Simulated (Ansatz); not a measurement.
This script for Ansatz 0.2.0 through its Python package starts 8 runs on BCl3, SMILES ClB(Cl)Cl. What input does the engine get in each?

The script, `bcl3.py`:
```python
# -*- coding: utf-8 -*-
"""Potential curve of BCl3 along one bond."""

import ansatz
import matplotlib.pyplot as plt
import numpy as np

GEOMETRY = """
Cl   -0.23920    0.51470    1.73980
B    -0.01310   -0.01030   -0.00420
Cl    0.99880   -1.49110   -0.34430
Cl   -0.69100    0.92640   -1.41160
"""


def main():
    molecule = ansatz.Crystal.molecule()
    for line in GEOMETRY.strip().splitlines():
        symbol, *xyz = line.split()
        molecule = molecule.atom(symbol, [float(v) for v in xyz])

    symbols = [site.symbol for site in molecule.cartesian_sites]
    start = np.array([site.position_ang for site in molecule.cartesian_sites])
    axis = (start[3] - start[1]) / np.linalg.norm(start[3] - start[1])
    moving = [3]
    lengths, energies = [1.603, 1.676, 1.749, 1.821, 1.894, 1.967, 2.04, 2.149], []
    for length in lengths:
        xyz = start.copy()
        xyz[moving] += (length - np.linalg.norm(start[3] - start[1])) * axis
        point = ansatz.Crystal.molecule()
        for symbol, place in zip(symbols, xyz):
            point = point.atom(symbol, place.tolist())
        base = (
            point.calculation()
            .basis(gaussian="cc-pVDZ")
            .functional("r2scan")
        )
        report = base.run().report
        energies.append(report["free_energy_ev"])
        print(f"r = {length:6.3f} A  E = {energies[-1]:.5f} eV  <S^2> = {abs(report['mean_field']['state']['spin_squared']):.3f}")

    # quartic fit about the minimum
    fit = np.polynomial.Polynomial.fit(lengths, np.array(energies) - min(energies), 4).convert()
    roots = [r.real for r in fit.deriv().roots() if abs(r.imag) < 1e-9 and fit.deriv(2)(r.real) > 0]
    r_e = min(roots, key=lambda r: abs(r - lengths[int(np.argmin(energies))]))
    print(f"minimum of the fit at {r_e:.4f} A, force constant {fit.deriv(2)(r_e):.2f} eV/A^2")
    plt.figure(figsize=(4.5, 3))
    plt.plot(lengths, np.array(energies) - min(energies), "o-")
    plt.xlabel("bond length (A)")
    plt.ylabel("E - E(min) (eV)")
    plt.tight_layout()
    plt.savefig("scan.png", dpi=100)


if __name__ == "__main__":
    main()
```

Run 1:
```yaml
crystal:
  periodic: [false, false, false]
  atoms:
    - { symbol: Cl, position_ang: [-0.2392, 0.5147, 1.7398] }
    - { symbol: B, position_ang: [-0.0131, -0.0103, -0.0042] }
    - { symbol: Cl, position_ang: [0.9988, -1.4911, -0.3443] }
    - { symbol: Cl, position_ang: [-0.6096936581003627, 0.8140535617976247, -1.2427984871079074] }
basis:
  gaussian:
    orbitals: cc-pVDZ
hamiltonian:
  xc: r2scan
```

Run 2, against run 1:
```diff
-    - { symbol: Cl, position_ang: [-0.6096936581003627, 0.8140535617976247, -1.2427984871079074] }
+    - { symbol: Cl, position_ang: [-0.636862302542862, 0.8515943041627068, -1.2992037831521228] }
```

Run 3, against run 1:
```diff
-    - { symbol: Cl, position_ang: [-0.6096936581003627, 0.8140535617976247, -1.2427984871079074] }
+    - { symbol: Cl, position_ang: [-0.6640309469853615, 0.889135046527789, -1.3556090791963384] }
```

Run 4, against run 1:
```diff
-    - { symbol: Cl, position_ang: [-0.6096936581003627, 0.8140535617976247, -1.2427984871079074] }
+    - { symbol: Cl, position_ang: [-0.6908274182163197, 0.9261615321481438, -1.4112416999522768] }
```

Run 5, against run 1:
```diff
-    - { symbol: Cl, position_ang: [-0.6096936581003627, 0.8140535617976247, -1.2427984871079074] }
+    - { symbol: Cl, position_ang: [-0.717996062658819, 0.9637022745132259, -1.467646995996492] }
```

Run 6, against run 1:
```diff
-    - { symbol: Cl, position_ang: [-0.6096936581003627, 0.8140535617976247, -1.2427984871079074] }
+    - { symbol: Cl, position_ang: [-0.7451647071013184, 1.0012430168783082, -1.5240522920407076] }
```

Run 7, against run 1:
```diff
-    - { symbol: Cl, position_ang: [-0.6096936581003627, 0.8140535617976247, -1.2427984871079074] }
+    - { symbol: Cl, position_ang: [-0.7723333515438178, 1.0387837592433902, -1.580457588084923] }
```

Run 8, against run 1:
```diff
-    - { symbol: Cl, position_ang: [-0.6096936581003627, 0.8140535617976247, -1.2427984871079074] }
+    - { symbol: Cl, position_ang: [-0.8129002316017963, 1.0948377444186497, -1.6646791945071076] }
```

Running `python bcl3.py` prints:
```text
r =  1.603 A  E = -38244.77513 eV  <S^2> = 0.000
r =  1.676 A  E = -38245.00534 eV  <S^2> = 0.000
r =  1.749 A  E = -38245.05163 eV  <S^2> = 0.000
r =  1.821 A  E = -38244.97162 eV  <S^2> = 0.000
r =  1.894 A  E = -38244.80365 eV  <S^2> = 0.000
r =  1.967 A  E = -38244.57810 eV  <S^2> = 0.000
r =  2.040 A  E = -38244.31677 eV  <S^2> = 0.000
r =  2.149 A  E = -38243.89246 eV  <S^2> = 0.000
minimum of the fit at 1.7355 A, force constant 25.85 eV/A^2
```

Total energies depend on the basis set; only differences at equal settings carry meaning. The rest of the molecule is held rigid at a force-field or estimated start geometry, and the basis set is modest; single-reference methods fail as a bond breaks. The orbitals are restricted, so S² is zero by construction. Run time: 16 s on 1 thread of Intel(R) Xeon(R) Platinum 8488C (Sapphire Rapids) (shared host), peak memory 0.23 GiB.
